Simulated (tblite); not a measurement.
# C4H10OSSi2: the cost of one run

The runs use tblite 0.8.0 and PySCF 2.14.0, with density-fitted response routines of our own; the level of theory stands in each step. All values are computed, except where a source is named. Atoms are numbered from 0 throughout.

**1. The molecule as given**

18 atoms, charge 0, multiplicity 1; geometry from: force field or distance geometry start.

Bonds of the start (Å): C0–Si1 1.85, Si1–C2 1.89, C2–C3 1.19, C3–Si4 1.87, Si4–O5 1.65, Si4–S6 2.14, S6–C7 1.80, C0–H8 1.10, C0–H9 1.10, C0–H10 1.11, Si1–H11 1.48, Si1–H12 1.47, Si4–H13 1.49, O5–H14 0.98, C7–H15 1.08, C7–H16 1.10, C7–H17 1.08.

**2. Optimising the geometry with GFN2-xTB**

The job: settings as JSON, then the geometry in Å.

```
{"job": {"kind": "relax", "xc": "GFN2-xTB", "basis": "xTB"}, "charge": 0, "multiplicity": 1}
C     -3.674400    -0.137000     0.674300
Si    -2.597800     0.280300    -0.771600
C     -0.824300    -0.315800    -0.495100
C      0.293900    -0.681800    -0.332800
Si     2.047600    -1.263800    -0.035700
O      2.135100    -2.569700     0.967500
S      3.087900     0.313400     0.971100
C      3.052900     1.670400    -0.212600
H     -3.720800    -1.217800     0.845200
H     -3.322600     0.332800     1.599100
H     -4.708300     0.215500     0.503400
H     -2.595100     1.742200    -0.974600
H     -3.147500    -0.346600    -1.982300
H      2.749700    -1.555700    -1.317900
H      2.082300    -2.331800     1.912600
H      3.531800     1.377600    -1.139900
H      2.019000     1.976600    -0.420700
H      3.581800     2.517800     0.198600
```

Run with:

```
OMP_NUM_THREADS=1 python probes_run.py task.json out
```

The driver reads the jobs from task.json and runs them one after another.

**Question.** How long does this first job take on 1 thread of Intel Xeon at 2.50GHz, shared host, and how much memory does it need?

About 3.3 s, with a peak of 0.18 GiB.
